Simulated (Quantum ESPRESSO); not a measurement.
Crystal: GeCN2.

```
Ge N C
1.0
     1.79379    1.03565    4.92196
    -1.79379    1.03565    4.92196
     0.00000   -2.07129    4.92196
Ge N C
1 2 1
Direct
  0.00000 0.00000 0.00000
  0.58390 0.58390 0.58390
  0.41610 0.41610 0.41610
  0.50000 0.50000 0.50000
```

The cell comes from a database or a generator and needn't be the stable form of this composition.

Program: Quantum ESPRESSO 7.5. Alike in all runs: no spin polarisation; cell as given; k mesh 9 × 9 × 9; smearing fermi-dirac 0.05 eV.

Question: Order these runs on this cell by their pressure, lowest first.
A. level PBEsol; potentials or basis GBRV 1.5 PBEsol; cutoff (eV) 612
B. level LDA; potentials or basis GBRV 1.5 LDA; cutoff (eV) 612; form of the LDA correlation PZ81
C. level PBE; potentials or basis SSSP 1.3 efficiency PBE; cutoff (eV) 816

Answer: B (-6.6 GPa), A (-3.2 GPa), C (-0.3 GPa).
